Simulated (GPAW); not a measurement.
The system is TmGa3Hg3As2N4.

```xyz
13
Lattice="3.3629 0.0035 0.0298 -0.0355 8.2407 0.0576 -0.3959 -2.7550 9.5863" Properties=species:S:1:pos:R:3 pbc="T T T"
Tm    0.6924    4.8989    6.6585
Ga    0.7222    0.2020    5.3678
Ga    2.3922    5.8112    4.3893
Ga    2.4039    2.4130    4.7904
Hg    1.9522    5.6807    1.8959
Hg    0.8501    1.5746    1.8464
Hg    2.3640    0.9577    8.3490
As    0.6243   -1.2859    8.9273
As    0.6936    3.0917    9.0355
N     2.3973    0.8923    6.0657
N     2.3864    4.1606    5.5715
N     0.6914    6.5601    5.1406
N     0.7318    1.7770    3.9210
```

The cell was built by a generator and needn't be a form met in nature.

Base run:

| Quantity | Value |
| --- | --- |
| Program | GPAW 26.7.0 |
| Functional | r2SCAN |
| Potentials or basis | GPAW PAW data sets (gpaw-data 1.2.1) |
| Cutoff | 800 eV |
| Basis | pw |
| k mesh | 6 × 3 × 2 |
| Occupations | fermi-dirac, width 0.05 eV |
| Spin | collinear spin, ferromagnetic start |
| Starting moments | [2.0, 0.0, 0.0, 0.0, 0.0, 0.0, 0.0, 0.0, 0.0, 0.0, 0.0, 0.0, 0.0] μB |

Its results: pressure -0.7 GPa; net moment 1.75 μB per cell; site moments Tm +1.65; Ga +0.00, -0.00; Hg +0.00, -0.00; As -0.02, +0.01; N +0.00, +0.03, +0.02 μB; largest force 0.761 eV/Å.

The run is repeated on the same cell with these changes: functional from r2SCAN to PBE. What comes out?

Pressure 2.4 GPa; net moment 1.74 μB per cell; site moments Tm +1.57; Ga +0.00; Hg +0.01, +0.00; As -0.01, +0.01; N +0.00, +0.03, +0.02 μB; largest force 0.946 eV/Å.

Caveats: one-centre terms of the f shell are cut off; the magnetic or orbital state may not be the lowest; the PAW data sets were made with another functional, which shifts forces and pressure a little (some runs).
